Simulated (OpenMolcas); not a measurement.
# Mg: CASSCF terms and fine-structure levels

Aim: the low terms and levels of Mg, with their order and spacing.

The numbers are computed with OpenMolcas 26.06 (state-averaged CASSCF, spin-orbit coupling by RASSI with atomic mean-field integrals), except any that are marked as measured or tabulated.

## Step 1: The system

```
Species                           : Mg (magnesium, Z = 12, 12 electrons)
Basis                             : ANO-RCC-MB [3s2p], 9 functions
Scalar Hamiltonian                : DKH3, point nucleus
Inactive shells                   : 1s 2s 2p
Active space                      : 2 electrons in 4 orbitals (3s 3p)
Some configurations of this space : 3p2, 3s 3p, 3s2
Orbitals                          : optimised for the highest spin of each parity, averaged over the low roots
```

Outer shells as boxes (Hund's rule):

3p2
```
3p [↑ ][↑ ][  ]
```

3s 3p
```
3s [↑ ]
3p [↑ ][  ][  ]
```

3s2
```
3s [↑↓]
```

The work runs as a chain of OpenMolcas steps in one folder; each step below is one input file. Labels, J, g values, rates, χT and fits are worked out afterwards by a script from the matrices that RASSI stores.

## Step 2: Basis and integrals

The input, a.inp:

```
&GATEWAY
Coord
1

Mg 0.0 0.0 0.0
Basis=ANO-RCC-MB
Group=XYZ
NoMove
AngMom=0.0 0.0 0.0
AMFI
&SEWARD
Relativistic=R03O02
```

Run with:

```console
$ OMP_NUM_THREADS=1 MOLCAS_MEM=2252 MOLCAS_PROJECT=a pymolcas a.inp > a.log
```

What it wrote:

```text
Basis set label: MG.ANO-RCC...3S2P.

      Electronic valence basis set:
      ------------------
      Associated Effective Charge  12.000000 au
      Associated Actual Charge     12.000000 au
      Nuclear Model: Point charge

      Shell  nPrim  nBasis  Cartesian Spherical Contaminant
         s      17       3        X
         p      12       2        X
Relativistic=R03O02
                  Relativistic Douglas-Kroll-Hess integrals:
                    - DKH order of Hamiltonian: 3
                    - DKH order of Properties : 2
```

## Step 3: Reference wave functions, triplets of even parity, 3 roots

The input, a.inp:

```
&RASSCF
FileOrb=start.orb
Symmetry=1
Spin=3
nActEl=2 0 0
Inactive=2 3
Ras2=1 3
CIRoot=3 3 1
SDav=3
CIMx=300
Iter=120 100
PrWF=0.3
OrbListing=Nothing
MaxOrb=0
Atom
>>> COPY $Project.JobIph JOB001
```

start.orb holds the contracted functions of the basis, ordered by shell, or the orbitals of the step before.

What it wrote, shortened:

```text
[...]
      Number of active orbitals                  4
[...]
      Spin quantum number                      1.0
[...]
      Active orbitals                            1   3
[...]
      Number of CSFs                             3
      Number of root(s) required                 3
[...]
 ###    WARNING: Problems in orbital optimization.                           ###
 ###                                                                         ###
 ###                                                                         ###
[...]
      Convergence after  4 iterations
[...]
      Natural orbitals and occupation numbers for root  1
      sym 1:   0.000000
      sym 2:   1.000000   1.000000   0.000000
      Natural orbitals and occupation numbers for root  2
      sym 1:   0.000000
      sym 2:   1.000000   0.000000   1.000000
      Natural orbitals and occupation numbers for root  3
      sym 1:   0.000000
      sym 2:   0.000000   1.000000   1.000000
::    RASSCF root number  1 Total energy:   -199.68624573
::    RASSCF root number  2 Total energy:   -199.68624573
::    RASSCF root number  3 Total energy:   -199.68624573
```

The warning on the orbital optimisation comes with active orbitals that are nearly full or empty in all roots, whose rotations are then almost redundant.

## Step 4: CASSCF: singlets of even parity, 7 roots

The input, a.inp:

```
&RASSCF
FileOrb=start.orb
Symmetry=1
Spin=1
nActEl=2 0 0
Inactive=2 3
Ras2=1 3
CIRoot=7 7 1
SDav=7
CIMx=300
Iter=120 100
PrWF=0.3
OrbListing=Nothing
MaxOrb=0
Atom
CIOnly
>>> COPY $Project.JobIph JOB002
```

What it wrote:

```text
Wave function specifications:
      -----------------------------

      Number of closed shell electrons          10
      Number of electrons in active shells       2
      Max number of holes in RAS1 space          0
      Max nr of electrons in RAS3 space          0
      Number of inactive orbitals                5
      Number of active orbitals                  4
      Number of secondary orbitals               0
      Spin quantum number                      0.0
      State symmetry                             1
Orbital specifications:
      -----------------------

      Symmetry species                           1   2
                                                ag  au
      Frozen orbitals                            0   0
      Inactive orbitals                          2   3
      Active orbitals                            1   3
      RAS1 orbitals                              0   0
      RAS2 orbitals                              1   3
      RAS3 orbitals                              0   0
      Secondary orbitals                         0   0
      Deleted orbitals                           0   0
      Number of basis functions                  3   6
      Number of CSFs                             7
      Number of root(s) required                 7
      Iter CI   SX   CI       RASSCF       Energy    max ROT     max BLB   max BLB  Level Ln srch  Step   QN
          iter iter root      energy       change     param      element    value   shift minimum  type update
 Nr of preliminary CI iterations:   1
        1   1    0    0  -199.68872686    0.00E+00   0.00E+00    2   5 2 -3.67E-03*  0.00   0.00    SX    NO
      Natural orbitals and occupation numbers for root  1
      sym 1:   1.844678
      sym 2:   0.051774   0.051774   0.051774
      Natural orbitals and occupation numbers for root  2
      sym 1:   0.000000
      sym 2:   1.000000   1.000000   0.000000
      Natural orbitals and occupation numbers for root  3
      sym 1:   0.000000
      sym 2:   1.000000   0.000000   1.000000
::    RASSCF root number  1 Total energy:   -199.94823725
::    RASSCF root number  2 Total energy:   -199.65738068
::    RASSCF root number  3 Total energy:   -199.65738068
::    RASSCF root number  4 Total energy:   -199.65738068
::    RASSCF root number  5 Total energy:   -199.65738068
::    RASSCF root number  6 Total energy:   -199.65738068
::    RASSCF root number  7 Total energy:   -199.58594738
```

CIOnly: the orbitals of an earlier block are kept, and only the CI is solved.

## Step 5: Reference wave functions, triplets of odd parity, 3 roots

The input, a.inp:

```
&RASSCF
FileOrb=start.orb
Symmetry=2
Spin=3
nActEl=2 0 0
Inactive=2 3
Ras2=1 3
CIRoot=3 3 1
SDav=3
CIMx=300
Iter=120 100
PrWF=0.3
OrbListing=Nothing
MaxOrb=0
Atom
>>> COPY $Project.JobIph JOB003
```

Run with:

```console
$ OMP_NUM_THREADS=1 MOLCAS_MEM=2252 MOLCAS_PROJECT=a pymolcas a.inp > a.log
```

What it wrote:

```text
Wave function specifications:
      -----------------------------

      Number of closed shell electrons          10
      Number of electrons in active shells       2
      Max number of holes in RAS1 space          0
      Max nr of electrons in RAS3 space          0
      Number of inactive orbitals                5
      Number of active orbitals                  4
      Number of secondary orbitals               0
      Spin quantum number                      1.0
      State symmetry                             2
Orbital specifications:
      -----------------------

      Symmetry species                           1   2
                                                ag  au
      Frozen orbitals                            0   0
      Inactive orbitals                          2   3
      Active orbitals                            1   3
      RAS1 orbitals                              0   0
      RAS2 orbitals                              1   3
      RAS3 orbitals                              0   0
      Secondary orbitals                         0   0
      Deleted orbitals                           0   0
      Number of basis functions                  3   6
      Number of CSFs                             3
      Number of root(s) required                 3
      Iter CI   SX   CI       RASSCF       Energy    max ROT     max BLB   max BLB  Level Ln srch  Step   QN
          iter iter root      energy       change     param      element    value   shift minimum  type update
 Nr of preliminary CI iterations:   1
        1   1    2    0  -199.85124326    0.00E+00   4.84E-08    1   6 2 -1.91E-07   0.00   0.00    SX    NO
        2   1    1    0  -199.85124326   -5.68E-14   0.00E+00    1   6 2 -1.44E-08   0.00   0.00    SX    NO
        3   1    1    0  -199.85124326    2.84E-14   0.00E+00    1   6 2 -1.44E-08   0.00   0.00    SX    NO
        4   1    1    0  -199.85124326   -2.84E-14   0.00E+00    1   6 2 -1.44E-08   0.00   0.00    SX    NO
      Convergence after  4 iterations
        5   1    1    0  -199.85124326   -5.68E-14   0.00E+00    1   6 2 -1.44E-08   0.00   0.00    SX    NO
      Natural orbitals and occupation numbers for root  1
      sym 1:   1.000000
      sym 2:   1.000000   0.000000   0.000000
      Natural orbitals and occupation numbers for root  2
      sym 1:   1.000000
      sym 2:   0.000000   1.000000   0.000000
      Natural orbitals and occupation numbers for root  3
      sym 1:   1.000000
      sym 2:   0.000000   0.000000   1.000000
::    RASSCF root number  1 Total energy:   -199.85124326
::    RASSCF root number  2 Total energy:   -199.85124326
::    RASSCF root number  3 Total energy:   -199.85124326
```

## Step 6: RASSI: spin-orbit coupling between the states

The input, a.inp:

```
&RASSI
NrOfJobIphs=2 1 3
1
1 2 3
IphNames
JOB002
JOB003
EJob
SpinOrbit
DIPRint=1.0
SOCoupling=1000.0
Subsets=2
MEES
Property=10
'ANGMOM' 1 'ANGMOM' 2 'ANGMOM' 3 'MLTPL  1' 1 'MLTPL  1' 2 'MLTPL  1' 3
'AMFI' 1 'AMFI' 2 'AMFI' 3 'MLTPL  2' 6
SOProperty=3
'ANGMOM' 1 'ANGMOM' 2 'ANGMOM' 3
```

Run with:

```console
$ OMP_NUM_THREADS=1 MOLCAS_MEM=2252 MOLCAS_PROJECT=a pymolcas a.inp > a.log
```

What it wrote, shortened:

```text
SPIN-FREE ENERGIES:
  (Shifted by EMIN (a.u.) =       -199.9482372543)
 SF State       Relative EMIN(au)   Rel lowest level(eV)    D:o, cm**(-1)      L_eff
     1             0.0000000000        0.0000000000              0.0000         0.0
     2             0.0969939930        2.6393410059          21287.7208         1.0
     3             0.0969939930        2.6393410059          21287.7208         1.0
     4             0.0969939930        2.6393410059          21287.7208         1.0
     Dipole printing threshold changed to   1.00000000E+00
[...]
Eigenvalues of complex Hamiltonian:
   -----------------------------------
  (Shifted by EMIN (a.u.) =       -199.9482372543)
 SO State       Relative EMIN(au)   Rel lowest level(eV)    D:o, cm**(-1)     J-value
     1             0.0000000000        0.0000000000              0.0000         0.0
     2             0.0967986947        2.6340266684          21244.8578         0.0
     3             0.0968963438        2.6366838372          21266.2893         0.6
     4             0.0968963438        2.6366838372          21266.2893         0.6
     5             0.0968963438        2.6366838372          21266.2893         1.0
     6             0.0970916421        2.6419981747          21309.1524         1.8
     7             0.0970916421        2.6419981747          21309.1524         2.0
     8             0.0970916421        2.6419981747          21309.1524         1.8
     9             0.0970916421        2.6419981747          21309.1524         1.0
    10             0.0970916421        2.6419981747          21309.1524         1.0
Weights of the five most important spin-orbit-free states for each spin-orbit state.
[...]
```

Time for these steps: 7.6 s (1 thread of AMD EPYC 9R14 (Zen 4), shared host).

Spin-free terms, from the roots grouped by L:

| configuration | term | E (eV) |
| --- | --- | --- |
| 3s2 | 1S | 0.0000 |
| 3s 3p | 3P* | 2.6393 |

Levels with spin-orbit coupling, from the RASSI matrices grouped by J:

```json
{"Configuration": "3s2", "Term": "1S", "J": "0", "E (eV)": "0.0000", "g": "", "Leading %": "100"}
{"Configuration": "3s 3p", "Term": "3P*", "J": "0", "E (eV)": "2.6340", "g": "", "Leading %": "100"}
{"Configuration": "3s 3p", "Term": "3P*", "J": "1", "E (eV)": "2.6367", "g": "1.501", "Leading %": "100"}
{"Configuration": "3s 3p", "Term": "3P*", "J": "2", "E (eV)": "2.6420", "g": "1.501", "Leading %": "100"}
```

## Step 7: Comparison with measured levels

A. CASSCF

Energies in eV above each method's lowest level; measured values from NIST Handbook of Basic Atomic Spectroscopic Data.

| level | A | measured |
| --- | --- | --- |
| 3s2 1S0 | 0.0000 | 0.0000 |
| 3s 3p 3P* 0 | 2.6340 | 2.7091 |
| 3s 3p 3P* 1 | 2.6367 | 2.7116 |
| 3s 3p 3P* 2 | 2.6420 | 2.7166 |

Mean absolute deviation from the 3 measured excited levels that all methods hold: A 600 cm⁻¹.

## Step 8: Summary of results

| quantity | value |
| --- | --- |
| method | CASSCF |
| lowest level | 3s2 1S0, 100 % of that term |
| ground level listed by NIST | 1S0 |
| first excited level | 3s 3p 3P* 0 at 2.6340 eV |

The computed levels miss the measured ones by 600 cm⁻¹ on average. Only the configurations of the active space and the roots asked for are present. The singlets rest on orbitals optimised for another spin in at least one step, which raises them against the optimised states. Not all states of the active space went into the spin-orbit step. No d shell is active. Levels of other configurations are missing from the list.
